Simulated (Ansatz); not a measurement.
# C₄H₁₂BN: basis-set convergence

Aim: see how fast density functionals converge with the basis set for C₄H₁₂BN.

Program: Ansatz 0.2.0, Gaussian basis. Level of theory: one geometry, several basis sets. These are calculated values, not measurements.

Levels to be run: PBE0-D4/def2-SVP; ωB97M-V/def2-SVP; PBE0-D4/def2-QZVPP; ωB97M-V/def2-QZVPP; the functionals' def2-TZVPP values are taken from earlier runs.

1 further run of the same task is left out (it didn't finish). Runs told in other sessions of the task aren't counted.

## 1. The geometry

An earlier PBE0-D4 in a triple-zeta def2 set relaxation fixed the geometry.

SMILES `BN(C)C(C)C`, 18 atoms, charge 0, spin multiplicity 1.

Atoms are counted from 1 here; the program's logs count them from 0.

Bond lengths: B1–N2 1.386 Å, B1–H7 1.198 Å, B1–H8 1.195 Å, N2–C3 1.448 Å, N2–C4 1.467 Å, C3–H9 1.096 Å, C3–H10 1.095 Å, C3–H11 1.088 Å, C4–C5 1.523 Å, C4–C6 1.516 Å, C4–H12 1.098 Å, C5–H13 1.092 Å, C5–H14 1.093 Å, C5–H15 1.093 Å, C6–H16 1.092 Å, C6–H17 1.091 Å, C6–H18 1.092 Å. Angles: N2–B1–H7 118.4°, N2–B1–H8 120.7°, H7–B1–H8 120.9°, B1–N2–C3 121.7°, B1–N2–C4 125.4°, C3–N2–C4 112.8°, N2–C3–H9 110.8°, N2–C3–H10 111.5°, N2–C3–H11 109.7°, H9–C3–H10 107.7°, H9–C3–H11 108.8°, H10–C3–H11 108.4°, N2–C4–C5 110.9°, N2–C4–C6 113.2°, N2–C4–H12 105.9°, C5–C4–C6 111.0°, C5–C4–H12 108.1°, C6–C4–H12 107.4° and more.

## 2. PBE0-D4 in def2-SVP

in.yaml reads:

```yaml
crystal:
  periodic: [false, false, false]
  atoms:
    - {symbol: B, position_ang: [-0.818737, -0.919219, 1.466323]}
    - {symbol: N, position_ang: [-0.271697, -0.768875, 0.202021]}
    - {symbol: C, position_ang: [0.142865, -1.908916, -0.588867]}
    - {symbol: C, position_ang: [0.008650, 0.511253, -0.456404]}
    - {symbol: C, position_ang: [1.452768, 0.936994, -0.223396]}
    - {symbol: C, position_ang: [-0.953584, 1.613051, -0.057056]}
    - {symbol: H, position_ang: [-0.959015, -2.028199, 1.897404]}
    - {symbol: H, position_ang: [-1.139895, 0.034656, 2.109778]}
    - {symbol: H, position_ang: [-0.405370, -1.943938, -1.537125]}
    - {symbol: H, position_ang: [1.211576, -1.866713, -0.824527]}
    - {symbol: H, position_ang: [-0.050748, -2.827158, -0.037643]}
    - {symbol: H, position_ang: [-0.124738, 0.332362, -1.531578]}
    - {symbol: H, position_ang: [2.158071, 0.156239, -0.514908]}
    - {symbol: H, position_ang: [1.689093, 1.833708, -0.801085]}
    - {symbol: H, position_ang: [1.608506, 1.159261, 0.835302]}
    - {symbol: H, position_ang: [-0.786362, 2.486648, -0.691094]}
    - {symbol: H, position_ang: [-0.808391, 1.917306, 0.980263]}
    - {symbol: H, position_ang: [-1.990492, 1.292941, -0.175408]}
basis:
  gaussian: {orbitals: def2-SVP}
hamiltonian: {xc: pbe0, dispersion: d4}
output: {orbitals: {seedname: orbitals}}
```

Started as:

```bash
$ ansatz run in.yaml --threads 4 --pin off --events-out ev --progress --plain --max-ram 11315MiB
```

Further steps of the session: ωB97M-V in def2-SVP; PBE0-D4 in def2-QZVPP; ωB97M-V in def2-QZVPP.

Q: Predict the results of all the runs planned. Wanted: PBE0-D4: double and triple zeta above quadruple; ωB97M-V: double and triple zeta above quadruple.

**Answer**, as computed:

```
                                       quantity          value
PBE0-D4: double and triple zeta above quadruple  7.42, 0.38 eV
ωB97M-V: double and triple zeta above quadruple  7.87, 0.37 eV
```

**Reading.** For PBE0-D4 the step from double to triple zeta gains 7.04 eV and the next only 0.38 eV. Total energies overstate the basis error of differences, where much of it tends to cancel. The LUMO of ωB97M-V is positive and keeps falling with the basis (2.50 to 1.58 eV): an unbound level that the basis holds in place.
